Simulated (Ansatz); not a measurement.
# SiGeHO+ (triplet): from Hartree-Fock to the top rungs, cc-pVDZ

An exercise on one series of results from a longer session: the logs are not shown, and one member is left open.

Computed with Ansatz 0.2.0, Gaussian basis. Level: cc-pVDZ, core rule «outside noble gas», up to 20 orbitals frozen.

Plan: UHF; CCSD(T) on ROHF; CCSD(T) on UHF; BCCD(T) on ROHF; CISD as a restricted active space (open shells left free, so some higher excitations enter); CCSDT(Q) on ROHF; CCSDT(Q) on UHF.

23 further runs of the same task are left out: 1 for a known fault of the program, 7 that didn't finish, 15 set aside as unsound or not needed. Runs told in other sessions of the task aren't counted.

**The system**

The geometry is a PBE0/def2-TZVP stationary point (not a proven minimum) of the parent state, kept for this charge and spin. No spin-orbit coupling is included. The filled d shell of Ge may be among the frozen orbitals whatever the setting's name suggests.

4 atoms, charge 1, spin multiplicity 3.

Atoms are counted from 1 here; the program's logs count them from 0.

Bond lengths: Ge1–Si2 2.195 Å, Si2–O3 1.635 Å, O3–H4 0.962 Å. Angles: Ge1–Si2–O3 175.9°, Si2–O3–H4 118.2°.

Geometry (Å):

```xyz
4
charge 1, multiplicity 3
Ge    0.00001   -0.16419    2.57007
Si   -0.00001   -0.26114    0.37688
O     0.00002   -0.21710   -1.25773
H    -0.00001    0.64242   -1.68923
```

The first run:

in.yaml

```yaml
crystal:
  periodic: [false, false, false]
  atoms:
    - {symbol: Ge, position_ang: [0.000006, -0.164187, 2.570072]}
    - {symbol: Si, position_ang: [-0.000013, -0.261137, 0.376882]}
    - {symbol: O, position_ang: [0.000021, -0.217096, -1.257726]}
    - {symbol: H, position_ang: [-0.000014, 0.642420, -1.689228]}
basis:
  gaussian: {orbitals: cc-pVDZ}
total_charge: 1
magnetization: {spin_polarized: true, initial_magnetization: 2}
hamiltonian: {xc: hf}
output: {orbitals: {seedname: orbitals}}
```

Started as:

```bash
$ ansatz run in.yaml --threads 1 --pin off --events-out ev --progress --plain --max-ram 2393MiB
```

Steps of the session up to this table: UHF; CCSD(T) on ROHF; CCSD(T) on UHF; BCCD(T) on ROHF; CISD as a restricted active space (open shells left free, so some higher excitations enter); CCSDT(Q) on ROHF; CCSDT(Q) on UHF.

One table of the session follows, with a row left open; its other results are not shown here.

```
   method  from UCCSDT(Q) (meV)
     ROHF               +9668.8
      UHF               +9550.2
     RMP2               +1117.9
     UMP2               +1154.0
     CISD               +1371.3
    RCCSD                +413.1
    UCCSD                +409.9
 RCCSD(T)                 +81.0
 UCCSD(T)                     ?
  BCCD(T)                 +77.6
   RCCSDT                 +39.8
   UCCSDT                 +37.1
RCCSDT(Q)                  +7.1
UCCSDT(Q)                     0
```

Q: Estimate the row for UCCSD(T) from the others.

**Answer.** from UCCSDT(Q) (meV): +80.8. In the column «from UCCSDT(Q) (meV)» it lies between BCCD(T) (+77.6) and RCCSD(T) (+81.0).

Limits of these values: Restricted and unrestricted rows rest on different reference determinants; a gap between their highest levels can come from leftover correlation error, from unlike frozen cores or from another state.
